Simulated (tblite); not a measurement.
# C7H13NSi: the cost of one run

Programs: tblite 0.8.0 and PySCF 2.14.0, with density-fitted response routines of our own. Each step states its level of theory. These are calculated values for one molecule in the gas phase, unless marked as measured. Atoms are numbered from 0 throughout.

### 1 The starting structure

22 atoms, charge 0, multiplicity 1; geometry from: force field or distance geometry start.

Bonds of the start (Å): C0–C1 1.34, C1–C2 1.51, C1–C3 1.48, C3–C4 1.49, C4–Si5 1.83, Si5–C6 1.83, C6–C7 1.48, C7–N8 1.30, C6–C3 1.48, C0–H9 1.10, C0–H10 1.10, C2–H11 1.08, C2–H12 1.11, C2–H13 1.13, C3–H14 1.11, C4–H15 1.12, C4–H16 1.11, Si5–H17 1.45, Si5–H18 1.47, C6–H19 1.12, C7–H20 1.10, N8–H21 1.05.

### 2 Optimising the geometry with GFN2-xTB

Job settings and geometry (Å):

```
{"job": {"kind": "relax", "xc": "GFN2-xTB", "basis": "xTB"}, "charge": 0, "multiplicity": 1}
C     -1.798300    -1.729900    -0.157200
C     -0.610000    -1.110900    -0.169800
C      0.499700    -1.736100     0.642600
C     -0.469300     0.124600    -0.966000
C      0.828400     0.133100    -1.689300
Si     1.703800     1.048600    -0.374100
C     -0.092700     1.389900    -0.303400
C     -0.663200     1.720600     1.024900
N     -0.072000     1.363700     2.124600
H     -1.968300    -2.651600     0.425000
H     -2.652700    -1.324000    -0.725000
H      0.661300    -1.287200     1.615100
H      1.410000    -1.792200     0.012800
H      0.255000    -2.817600     0.851100
H     -1.384400     0.261900    -1.583000
H      0.747100     0.732500    -2.628700
H      1.246900    -0.854200    -1.969700
H      2.224500     0.319100     0.770800
H      2.562500     2.108600    -0.909300
H     -0.325800     2.241500    -0.995000
H     -1.613500     2.268400     1.152100
H     -0.499400     1.610500     3.048900
```

On the command line:

```
> OMP_NUM_THREADS=1 python probes_run.py task.json out
```

The driver reads the jobs from task.json and runs them one after another.

Q: Estimate the wall time of this first job on 1 thread of Intel Xeon at 2.50GHz, shared host.

About 5.1 s.
